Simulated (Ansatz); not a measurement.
# B5W2: a stacking-fault curve, part 2 of 2

This session takes B5W2 and sets out to slide the crystal rigidly across a (0 0 1) plane.

Ansatz 0.2.0; DFT PBEsol, scalar-relativistic, plane waves, PAW. Earlier steps stand in the parts before.

## (7) Changing settings: mp_grid.grid [9, 9, 2]

File input.yaml:

```yaml
crystal:
  lattice:
    - [-1.5393865772, -2.6662957642, 0.0]
    - [1.5393865772, -2.6662957642, 0.0]
    - [-0.1539386577, 1.510900933, 14.132277251]
  atoms:
    - { symbol: B, position: [0.0708000509, 0.0926929298, 0.2189287894] }
    - { symbol: B, position: [0.5208000509, 0.5926929298, 0.7189287894] }
    - { symbol: B, position: [0.3910299491, 0.4073070702, 0.1627712106] }
    - { symbol: B, position: [0.8410299491, 0.9073070702, 0.6627712106] }
    - { symbol: B, position: [0.1217827358, 0.1655253368, 0.4374260105] }
    - { symbol: B, position: [0.5717827358, 0.6655253368, 0.9374260105] }
    - { symbol: B, position: [0.2400472642, 0.3344746632, 0.9442739895] }
    - { symbol: B, position: [0.7900472642, 0.8344746632, 0.4442739895] }
    - { symbol: B, position: [0.180915, 0.25, 0.69085] }
    - { symbol: B, position: [0.730915, 0.75, 0.19085] }
    - { symbol: W, position: [0.0327228636, 0.0382969479, 0.0557408438] }
    - { symbol: W, position: [0.4827228636, 0.5382969479, 0.5557408438] }
    - { symbol: W, position: [0.4291071364, 0.4617030521, 0.3259591562] }
    - { symbol: W, position: [0.8791071364, 0.9617030521, 0.8259591562] }
basis:
  ecutwfc: 420
kpoints:
  mp_grid: { grid: [9, 9, 2] }
hamiltonian:
  xc: pbesol
scf:
  occupations: { method: gaussian, width: 0.15 }
output:
  forces: true
  eigenvalues: true
  stress: true
```

Started as:

```sh
ansatz run input.yaml --threads 2 --pin off --max-ram 5120MiB --backend cpu --events-out ev --progress --plain --runs-dir out
```

Standard output:

```text
Warning: RAYON_NUM_THREADS=2 ignored (pool sized by the plan → 2); use --threads N
Engine: ansatz 0.2.0, x86_64-unknown-linux-gnu
Pseudopotentials: kind: paw
Pseudopotential: B, paw, valence charge 3, recommended cutoff 420 eV (normal), B.paw.azcp
Pseudopotential: W, paw, valence charge 14, recommended cutoff 420 eV (normal), W.paw.azcp
Functional definition: PBEsol
  exchange = pbesol_x
  correlation = pbesol_c
Crystal: 14 atoms, lattice volume = 116.011 Å³
Basis set: ecut = 420 eV, 2255 PW (Γ), exchange–correlation on 48×48×192 points (8 copies of the dense FFT grid, shifted against one another)
Bands: 57, of which v1, the nominal top of the filled ones, is band 43 counted from 1 (42 counted from 0)
Symmetry: 1 space group operations
Space group: P1 (ITA 1), of the structure as read, at distance tolerance 4.9e-5 Å
k-points: 82 of 162 (time reversal used)
Non-local potential: B, projectors of the file, l = 0: 2, l = 1: 2, l = 2: 1
Non-local potential: W, projectors of the file, l = 0: 3, l = 1: 2, l = 2: 2, l = 3: 1
PAW form: soft (Blöchl's): semilocal exchange-correlation on the pseudo side does not see the compensation charge
PAW frozen core: B, regenerated for the run's functional, and the local potential with it (the file was generated under x = pbe(κ = 0.804, μ = 0.2195149727645171), c = pbe(β = 0.06672455060314922))
PAW frozen core: W, regenerated for the run's functional, and the local potential with it (the file was generated under x = pbe(κ = 0.804, μ = 0.2195149727645171), c = pbe(β = 0.06672455060314922))
PAW one-centre angular grid: B, 110 points (default); XC on 64 Gauss nodes
PAW one-centre angular grid: W, 590 points (default); XC on 64 Gauss nodes
Initial density: superposition of atomic densities (neutral atoms: chi_scale 0, normalization atom), corrected by the library's trained network
Initial wavefunctions: pseudopotential atomic-orbital guess
Functional: x = pbesol(κ = 0.804, μ = 0.12345679012345678), c = pbesol(β = 0.046)
SCF iter   1: F=—  HF=-42550.066240 eV  |F-HF|=—  |Δ(HF+E_count)|=         —  Δρ=7.86e-3  dr2=1.70e-1  ethr=1.77e-3  ⟨swp⟩=5.9  Hψ=19240  notcnv=0
preconditioner: auto → Kerker (q_TF=auto, 2.596 Å⁻¹)  [metal: Δε(μ)=0.006 eV  Ē_g=9.295 eV  σ=0.150 eV  W_gap=0.02  n_scr=40 (ndim 8)  ℏωp=25.3 eV  f_vac=0.000  D(μ)=5.38/eV (n_scr^D=60)]
SCF iter   2: F=—  HF=-42550.053345 eV  |F-HF|=—  |Δ(HF+E_count)|=   1.29e-2  Δρ=4.48e-3  dr2=6.25e-2  ethr=1.98e-4  ⟨swp⟩=1.0  Hψ=5412  notcnv=0
SCF iter   3: F=—  HF=-42550.046646 eV  |F-HF|=—  |Δ(HF+E_count)|=   6.70e-3  Δρ=4.22e-4  dr2=1.20e-3  ethr=7.27e-5  ⟨swp⟩=2.4  Hψ=5581  notcnv=0
SCF iter   4: F=—  HF=-42550.046522 eV  |F-HF|=—  |Δ(HF+E_count)|=   1.24e-4  Δρ=1.17e-4  dr2=4.56e-5  ethr=1.40e-6  ⟨swp⟩=2.2  Hψ=5935  notcnv=0
SCF iter   5: F=—  HF=-42550.046537 eV  |F-HF|=—  |Δ(HF+E_count)|=   1.52e-5  Δρ=1.69e-5  dr2=1.53e-6  ethr=5.30e-8  ⟨swp⟩=2.0  Hψ=5440  notcnv=0
SCF iter   6: F=-42550.046537 eV  HF=-42550.046537 eV  |F-HF|=4.84e-8  |Δ(HF+E_count)|=   6.70e-8  Δρ=3.20e-6  dr2=5.36e-8  ethr=1.16e-10  ⟨swp⟩=10.6  Hψ=22097  notcnv=0
SCF 1 converged in 6 iterations: F = -42550.046537 eV  dr2 = 5.36e-8
SCF converged after 6 iterations
Free energy (F): -42550.046537 eV
Harris-Foulkes:  -42550.046537 eV  (|F-HF|=4.84e-8)
Internal energy: -42549.985819 eV  (E = F + TS)
E sigma→0 (E₀):  -42550.016178 eV
Entropy (-TS):   -0.060718 eV (-4.337 meV/atom)
Fermi energy:    20.229541 eV
--- Per-component energies (eV) ---
  E_band       = -178.878261
  E_kinetic    = 2332.741356
  E_local      = -2866.111329  (includes V_loc(G=0)·N_el)
  E_nonlocal   = 123.200023
  E_hartree    = 1062.629249
  E_xc         = -1395.408193
  E_vxc        = -1354.760216  (∫ρ·V_xc dr)
  E_paw        = -34501.160539  (= ΣΔE_a)
  E_vpaw       = -539.208118  (= ΣTr[D̂ρ^β])
  E_aug_tail   = -0.000278  (compensation charges beyond the density's cutoff)
  E_ewald      = -7306.910384
  E_core_change = 1.034278  (= ΣΔE_core)
  E_smearing   = -0.060718  (= −TS)
  E_closure    = -0.000000  (closes the sum)
  Σ components = -42550.046537   (vs F -42550.046537, Δ=0.00e0)
--- Forces (eV/Å), atoms counted from 1 ---
  atom   1  B      0.08508911     0.15829867    -0.04462972
  atom   2  B     -0.04454691    -0.05702837    -0.06789176
  atom   3  B      0.07489004     0.20880149     0.06846499
  atom   4  B     -0.01768992    -0.01391662     0.03696651
  atom   5  B      0.02067545     0.02092029    -0.00887662
  atom   6  B     -0.44665894    -0.26004253    -0.34314158
  atom   7  B     -0.20641851    -0.98551169    -0.55619593
  atom   8  B      0.00744299     0.01357249    -0.02775858
  atom   9  B     -0.00293925    -0.02804564     0.02679166
  atom  10  B      0.08804757     0.17603071    -0.08140722
  atom  11  W      0.35932737     0.54316508     0.83089275
  atom  12  W      0.03052939     0.04580172    -0.00143493
  atom  13  W     -0.07376378    -0.12603938     0.09495135
  atom  14  W      0.12601749     0.30400040     0.07326995
  max |Σ_I F_I| component: 6.61e-6 eV/Å
--- Stress (GPa, compression-positive) ---
        0.491504       0.948608       1.691336
        0.948608       1.107934       2.876751
        1.691336       2.876751       1.604980
  P = ⅓ Tr σ = 1.0681 GPa (10.681 kbar)
--- Band table (eV; the first three rows and the last of 82) ---
  k-point 0: bands = ["-54.7150", "-54.7045", "-54.6967", "-54.5903", "-19.2834", "-19.2328", "-19.1684", "-19.1022", "-18.7950", "-18.7905", "-18.7802", "-18.7793", "-18.7759", "-18.7718", "-18.6816", "-18.6686", "2.7667", "2.9771", "5.3769", "6.1226", "8.8196", "10.8683", "10.9966", "13.5870", "14.2646", "15.0427", "15.0852", "15.2151", "15.3349", "15.5903", "15.6010", "15.6066", "15.6703", "15.6841", "16.5074", "16.7744", "16.9256", "17.0645", "17.6071", "17.9815", "18.0353", "18.0730", "18.1777", "18.4383", "19.4853", "19.6107", "19.7211", "20.0888", "20.3508", "20.4304", "20.7339", "21.1250", "21.8403", "22.1419", "22.3635", "22.6167", "22.9351"]
  k-point 1: bands = ["-54.7150", "-54.7045", "-54.6967", "-54.5903", "-19.2819", "-19.2363", "-19.1653", "-19.1033", "-18.7950", "-18.7905", "-18.7802", "-18.7793", "-18.7759", "-18.7718", "-18.6816", "-18.6686", "2.8610", "2.8674", "5.6697", "5.7722", "9.5096", "9.5453", "12.4399", "12.4630", "15.0490", "15.0967", "15.1058", "15.1238", "15.1820", "15.2018", "15.6921", "15.7012", "15.7264", "15.7353", "16.5161", "16.5562", "16.7655", "16.8462", "17.8250", "17.9564", "18.5209", "18.6548", "18.6870", "18.7255", "18.8287", "18.8464", "19.0042", "19.1632", "20.9845", "21.3640", "21.4964", "21.5083", "21.7439", "21.8569", "22.0429", "22.3075", "22.7818"]
  k-point 2: bands = ["-54.7118", "-54.7014", "-54.6935", "-54.5872", "-19.2729", "-19.2229", "-19.1590", "-19.0932", "-18.8482", "-18.8353", "-18.8294", "-18.8068", "-18.7932", "-18.7875", "-18.7332", "-18.6864", "2.9797", "3.1705", "5.6139", "6.2724", "9.1690", "10.9307", "11.3493", "13.6435", "13.7429", "13.8056", "14.2317", "14.2614", "14.2922", "14.8465", "14.8857", "15.3644", "15.4448", "15.7431", "16.4787", "16.7655", "17.1419", "17.2581", "17.6451", "17.8489", "18.4603", "18.7092", "18.8142", "18.9924", "19.3226", "19.6201", "19.6768", "20.0207", "20.5849", "20.8390", "21.1202", "21.6888", "22.2854", "22.5145", "22.7570", "22.9539", "23.0895"]
  k-point 81: bands = ["-54.6870", "-54.6766", "-54.6688", "-54.5624", "-19.2415", "-19.2250", "-19.2241", "-19.1902", "-19.1444", "-19.1243", "-19.0856", "-19.0226", "-18.9407", "-18.9246", "-18.9174", "-18.8157", "6.5728", "6.7086", "6.7416", "6.7651", "8.8415", "9.0374", "9.5499", "9.9308", "10.8352", "10.8757", "12.8177", "13.0708", "13.2376", "13.5160", "13.5755", "13.9303", "14.2241", "14.5792", "14.8957", "15.3543", "15.9186", "16.4615", "17.5579", "19.2822", "20.2179", "20.6945", "21.0796", "21.4137", "21.6273", "21.7450", "21.7796", "21.9372", "22.5106", "22.9406", "23.1330", "23.3238", "23.3880", "23.7545", "24.5315", "24.7098", "24.7598"]
```

Wall time 7.1 s (2 threads of AMD EPYC 9R45 (Zen 5), shared host); peak memory 0.71 GiB.

```csv
run,ending,energy change,pressure (GPa),gap (eV),force (eV/Å),cycles,time
step 6,converged,0,1.2,0.00,1.16,6,36 s
variant,converged,+3.0 meV/atom,1.1,0.00,1.15,6,7.1 s
```

Changing the k-point mesh moves the energy by +3.0 meV/atom. Sampling errors of the energy have no fixed sign. These settings are too coarse to quote as the system's properties.

## (8) f = 0.300

File input.yaml:

```yaml
crystal:
  lattice:
    - [-1.5393865772, -2.6662957642, 0.0]
    - [1.5393865772, -2.6662957642, 0.0]
    - [-0.4618159732, 0.9776417802, 14.132277251]
  atoms:
    - { symbol: B, position: [0.027014293, 0.0926929298, 0.2189287894] }
    - { symbol: B, position: [0.377014293, 0.5926929298, 0.7189287894] }
    - { symbol: B, position: [0.358475707, 0.4073070702, 0.1627712106] }
    - { symbol: B, position: [0.708475707, 0.9073070702, 0.6627712106] }
    - { symbol: B, position: [0.0342975337, 0.1655253368, 0.4374260105] }
    - { symbol: B, position: [0.3842975337, 0.6655253368, 0.9374260105] }
    - { symbol: B, position: [0.0511924663, 0.3344746632, 0.9442739895] }
    - { symbol: B, position: [0.7011924663, 0.8344746632, 0.4442739895] }
    - { symbol: B, position: [0.042745, 0.25, 0.69085] }
    - { symbol: B, position: [0.692745, 0.75, 0.19085] }
    - { symbol: W, position: [0.0215746948, 0.0382969479, 0.0557408438] }
    - { symbol: W, position: [0.3715746948, 0.5382969479, 0.5557408438] }
    - { symbol: W, position: [0.3639153052, 0.4617030521, 0.3259591562] }
    - { symbol: W, position: [0.7139153052, 0.9617030521, 0.8259591562] }
basis:
  ecutwfc: 420
kpoints:
  mp_grid: { grid: [14, 14, 3] }
hamiltonian:
  xc: pbesol
scf:
  occupations: { method: gaussian, width: 0.15 }
output:
  forces: true
  stress: true
  eigenvalues: true
```

Started as:

```sh
ansatz run input.yaml --threads 2 --pin off --max-ram 5120MiB --backend cpu --events-out ev --progress --plain --runs-dir out
```

Standard output (excerpt; [...] marks lines left out):

```text
[...]
SCF converged after 7 iterations
Free energy (F): -42548.492641 eV
[...]
E sigma→0 (E₀):  -42548.466038 eV
Entropy (-TS):   -0.053207 eV (-3.800 meV/atom)
Fermi energy:    20.084013 eV
[...]
--- Forces (eV/Å), atoms counted from 1 ---
  atom   1  B      0.08514243     0.08712450     0.29060967
  atom   2  B     -0.04866318    -0.08985764     0.06940907
  atom   3  B     -0.08934412     0.45637850    -0.02233736
  atom   4  B     -0.03419991    -0.02461853    -0.09008791
  atom   5  B      0.03443119     0.02814293    -0.08733487
  atom   6  B     -2.32812300    -0.55233550    -3.18438041
  atom   7  B      0.88322289    -3.39935087    -4.57442572
  atom   8  B      0.00826593    -0.02106363    -0.02549695
[...]
--- Stress (GPa, compression-positive) ---
        2.372545       0.713442       3.240493
        0.713442       4.377073       8.241953
        3.240493       8.241953      19.413485
  P = ⅓ Tr σ = 8.7210 GPa (87.210 kbar)
--- Band table (eV; the first three rows and the last of 296) ---
[...]
```

Run time: 27 s. Hardware: 2 threads of AMD EPYC 9R45 (Zen 5), shared host; peak memory 1.5 GiB.

## (9) Changing settings: ecutrho_ratio 4, mp_grid.shift [0.5, 0.5, 0.5]

input.yaml, as its differences from that of step 8:

```diff
@@ -22,4 +22,5 @@
   ecutwfc: 420
+  ecutrho_ratio: 4
 kpoints:
-  mp_grid: { grid: [14, 14, 3] }
+  mp_grid: { grid: [14, 14, 3], shift: [0.5, 0.5, 0.5] }
 hamiltonian:
@@ -30,3 +31,3 @@
   forces: true
+  eigenvalues: true
   stress: true
-  eigenvalues: true
```

Started as:

```sh
ansatz run input.yaml --threads 2 --pin off --max-ram 5120MiB --backend cpu --events-out ev --progress --plain --runs-dir out
```

Standard output (excerpt; [...] marks lines left out):

```text
Warning: RAYON_NUM_THREADS=2 ignored (pool sized by the plan → 2); use --threads N
[...]
[... 4 set-up lines as earlier in the session ...]
[...]
Crystal: 14 atoms, lattice volume = 116.011 Å³
Basis set: ecut = 420 eV, 2263 PW (Γ), exchange–correlation on 48×48×192 points (8 copies of the dense FFT grid, shifted against one another)
Bands: 57, of which v1, the nominal top of the filled ones, is band 43 counted from 1 (42 counted from 0)
[... 2 set-up lines as earlier in the session ...]
k-points: 294 of 588 (time reversal used)
[...]
SCF converged after 7 iterations
Free energy (F): -42548.493594 eV
[...]
E sigma→0 (E₀):  -42548.467960 eV
Entropy (-TS):   -0.051268 eV (-3.662 meV/atom)
Fermi energy:    20.080165 eV
[...]
--- Forces (eV/Å), atoms counted from 1 ---
  atom   1  B      0.08654907     0.09591564     0.30252730
  atom   2  B     -0.04909221    -0.10103365     0.06713623
  atom   3  B     -0.08952227     0.45456247    -0.02314057
  atom   4  B     -0.03286563    -0.01284067    -0.08505571
  atom   5  B      0.02895950     0.02076265    -0.08626271
  atom   6  B     -2.32988502    -0.55269234    -3.17746538
  atom   7  B      0.88217211    -3.39168975    -4.58367800
  atom   8  B      0.01018979    -0.00080802    -0.04437572
[...]
--- Stress (GPa, compression-positive) ---
        2.345045       0.685158       3.255654
        0.685158       4.475441       8.232897
        3.255654       8.232897      19.334950
  P = ⅓ Tr σ = 8.7185 GPa (87.185 kbar)
--- Band table (eV; the first three rows and the last of 294) ---
[...]
```

It took 26 s on 2 threads of AMD EPYC 9R45 (Zen 5), shared host; peak memory 1.5 GiB.

```csv
run,ending,energy change,pressure (GPa),gap (eV),force (eV/Å),cycles,time
step 8,converged,0,8.7,0.00,8.22,7,27 s
variant,converged,-0.1 meV/atom,8.7,0.00,8.23,7,26 s
```

Changing the k-point mesh leaves the energy as it was (-0.1 meV/atom).

## (10) At f = 0.500

File input.yaml:

```yaml
crystal:
  lattice:
    - [-1.5393865772, -2.6662957642, 0.0]
    - [1.5393865772, -2.6662957642, 0.0]
    - [-0.7696932886, 0.4443826273, 14.132277251]
  atoms:
    - { symbol: B, position: [-0.0167714649, 0.0926929298, 0.2189287894] }
    - { symbol: B, position: [0.2332285351, 0.5926929298, 0.7189287894] }
    - { symbol: B, position: [0.3259214649, 0.4073070702, 0.1627712106] }
    - { symbol: B, position: [0.5759214649, 0.9073070702, 0.6627712106] }
    - { symbol: B, position: [-0.0531876684, 0.1655253368, 0.4374260105] }
    - { symbol: B, position: [0.1968123316, 0.6655253368, 0.9374260105] }
    - { symbol: B, position: [-0.1376623316, 0.3344746632, 0.9442739895] }
    - { symbol: B, position: [0.6123376684, 0.8344746632, 0.4442739895] }
    - { symbol: B, position: [-0.095425, 0.25, 0.69085] }
    - { symbol: B, position: [0.654575, 0.75, 0.19085] }
    - { symbol: W, position: [0.010426526, 0.0382969479, 0.0557408438] }
    - { symbol: W, position: [0.260426526, 0.5382969479, 0.5557408438] }
    - { symbol: W, position: [0.298723474, 0.4617030521, 0.3259591562] }
    - { symbol: W, position: [0.548723474, 0.9617030521, 0.8259591562] }
basis:
  ecutwfc: 420
kpoints:
  mp_grid: { grid: [14, 14, 3] }
hamiltonian:
  xc: pbesol
scf:
  occupations: { method: gaussian, width: 0.15 }
output:
  forces: true
  stress: true
  eigenvalues: true
```

Started as:

```sh
ansatz run input.yaml --threads 2 --pin off --max-ram 5120MiB --backend cpu --events-out ev --progress --plain --runs-dir out
```

Standard output (excerpt; [...] marks lines left out):

```text
[...]
SCF converged after 7 iterations
Free energy (F): -42546.906680 eV
[...]
E sigma→0 (E₀):  -42546.880361 eV
Entropy (-TS):   -0.052639 eV (-3.760 meV/atom)
Fermi energy:    20.009637 eV
[...]
--- Forces (eV/Å), atoms counted from 1 ---
  atom   1  B      0.05348187    -0.03087777     0.65846192
  atom   2  B      0.10707191    -0.06181800     0.12675825
  atom   3  B     -0.52835830     0.30504780    -0.22336012
  atom   4  B      0.00445729    -0.00257342    -0.03092096
  atom   5  B     -0.02922951     0.01687566    -0.05695510
  atom   6  B     -2.39681915     1.38380418    -5.79173763
  atom   7  B      3.78744529    -2.18668256    -8.14150805
  atom   8  B      0.05809658    -0.03354208     0.03029907
[...]
--- Stress (GPa, compression-positive) ---
        4.568021      -2.381027      -3.115058
       -2.381027       1.818648       1.798480
       -3.115058       1.798480      35.736593
  P = ⅓ Tr σ = 14.0411 GPa (140.411 kbar)
--- Band table (eV; the first three rows and the last of 162) ---
[...]
```

It took 15 s on 2 threads of AMD EPYC 9R45 (Zen 5), shared host; peak memory 1 GiB.

## (11) The scan collected

The scan, with free energies counted from the undisturbed cell:

```csv
f,γ (mJ/m²),shear traction (GPa)
0.000,0,0.0
0.100,340,22.6
0.200,1464,51.5
0.300,3455,74.1
0.400,5608,57.3
0.500,6550,0.0
```

Not run, since symmetry makes them alike: 0.600 repeats 0.400, 0.800 repeats 0.200, 0.700 repeats 0.300, 0.900 repeats 0.100. Energy, pressure and gap are the same there.

## (12) Results

The summary covers parts 1 to 2.

| quantity | value |
| --- | --- |
| highest fault energy sampled | 6550 mJ/m² at f = 0.500 |
| largest shear traction sampled | 74.1 GPa |
| step 7, run with mp_grid.grid [9, 9, 2] (against step 6) | +3.0 meV/atom |
| step 9, run with ecutrho_ratio 4, mp_grid.shift [0.5, 0.5, 0.5] (against step 8) | -0.1 meV/atom |

**Reading.** Of the points run, the one at f = 0.500 is highest, 6550 mJ/m². The values are for rigid blocks: relaxation normal to the plane would bring them down. Spin-orbit coupling is left out for W.
